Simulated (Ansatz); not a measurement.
# AlHI radical (SMILES [AlH][I]): single points off equilibrium

Aim: energy, forces and dipole at a structure displaced at random from a GFN2-xTB minimum, from CCSD(T) and from density functionals.

The runs use Ansatz 0.2.0, Gaussian basis; single points in def2-TZVPP.

Correlated methods freeze the cores. Filled d shells of the heavier atoms are correlated. Core potentials replace the inner electrons past krypton, and spin-orbit coupling is left out. Orbitals are unrestricted. B3LYP uses VWN-RPA correlation.

### 1 Where the work starts

SMILES `[AlH][I]`, 3 atoms, charge 0, spin multiplicity 2.

Atoms are counted from 1 here; the program's logs count them from 0.

Bond lengths: Al1–I2 2.539 Å, Al1–H3 1.492 Å. Angles: I2–Al1–H3 120.2°.

As a file:

```xyz
3
AlHI
Al   -0.4142   -0.5436   -0.2975
I     1.6816   -0.0983    1.0643
H    -1.3069    0.5845   -0.6938
```

### 2 CCSD(T)/def2-TZVPP

Contents of run/in.yaml:

```yaml
crystal:
  periodic: [false, false, false]
  atoms:
    - {symbol: Al, position_ang: [-0.414200, -0.543600, -0.297500]}
    - {symbol: I, position_ang: [1.681600, -0.098300, 1.064300]}
    - {symbol: H, position_ang: [-1.306900, 0.584500, -0.693800]}
basis:
  gaussian: {orbitals: def2-TZVPP}
magnetization: {spin_polarized: true, initial_magnetization: 1}
correlation: {method: ccsd_t}
scf: {omitted_lower_state_checks: [cluster_reference]}
output: {forces: true}
```

No record of the launch command was kept for these runs.

### 3 PBE0-D4/def2-TZVPP

run/in.yaml, as its differences from that of step 2:

```diff
@@ -9,4 +9,3 @@
 magnetization: {spin_polarized: true, initial_magnetization: 1}
-correlation: {method: ccsd_t}
-scf: {omitted_lower_state_checks: [cluster_reference]}
-output: {forces: true}
+hamiltonian: {xc: pbe0, dispersion: d4}
+output: {forces: true, orbitals: {seedname: orbitals}}
```

### 4 wB97M-V/def2-TZVPP

run/in.yaml, as its differences from that of step 3:

```diff
@@ -9,3 +9,3 @@
 magnetization: {spin_polarized: true, initial_magnetization: 1}
-hamiltonian: {xc: pbe0, dispersion: d4}
-output: {forces: true, orbitals: {seedname: orbitals}}
+hamiltonian: {xc: {name: wB97M-V}}
+output: {forces: true}
```

### 5 r2SCAN-D4/def2-TZVPP

run/in.yaml, as its differences from that of step 4:

```diff
@@ -9,3 +9,3 @@
 magnetization: {spin_polarized: true, initial_magnetization: 1}
-hamiltonian: {xc: {name: wB97M-V}}
+hamiltonian: {xc: r2scan, dispersion: d4}
 output: {forces: true}
```

### 6 PBE-D4/def2-TZVPP

run/in.yaml, as its differences from that of step 5:

```diff
@@ -9,3 +9,3 @@
 magnetization: {spin_polarized: true, initial_magnetization: 1}
-hamiltonian: {xc: r2scan, dispersion: d4}
+hamiltonian: {xc: pbe, dispersion: d4}
 output: {forces: true}
```

### 7 B3LYP-D4/def2-TZVPP

run/in.yaml, as its differences from that of step 6:

```diff
@@ -9,3 +9,3 @@
 magnetization: {spin_polarized: true, initial_magnetization: 1}
-hamiltonian: {xc: pbe, dispersion: d4}
+hamiltonian: {xc: {name: B3LYP}, dispersion: d4}
 output: {forces: true}
```

### 8 HSE06-D4/def2-TZVPP

run/in.yaml, as its differences from that of step 7:

```diff
@@ -9,3 +9,3 @@
 magnetization: {spin_polarized: true, initial_magnetization: 1}
-hamiltonian: {xc: {name: B3LYP}, dispersion: d4}
+hamiltonian: {xc: hse06, dispersion: d4}
 output: {forces: true}
```

(Steps that only read results are left out.)

Before running it: what results should come out? Wanted: energy less free atoms, CCSD(T)/def2-TZVPP; RMS force component; RMS force error; HOMO and LUMO, PBE0-D4; T1 diagnostic.

As calculated:

```
                                  quantity                                                                                             value
energy less free atoms, CCSD(T)/def2-TZVPP                                                                                         -5.472 eV
                       RMS force component                                                              0.792 to 0.889 eV/Å over the methods
                           RMS force error  PBE0-D4 0.036, wB97M-V 0.029, r2SCAN-D4 0.032, PBE-D4 0.120, B3LYP-D4 0.103, HSE06-D4 0.039 eV/Å
                    HOMO and LUMO, PBE0-D4                                                                                -5.91 and -2.70 eV
                             T1 diagnostic                                                                                             0.011
```

Against CCSD(T) the functionals' energies less atoms differ by -0.372 to -0.045 eV, PBE-D4 by -0.196 eV. A larger basis would deepen the CCSD(T) value, while the functionals are nearly converged already, so the order here is not reliable. The forces of wB97M-V come nearest to CCSD(T), those of PBE-D4 are farthest. Frozen-core CCSD(T) forces in triple zeta carry basis errors of their own, and this is one geometry, so small gaps rank nothing.
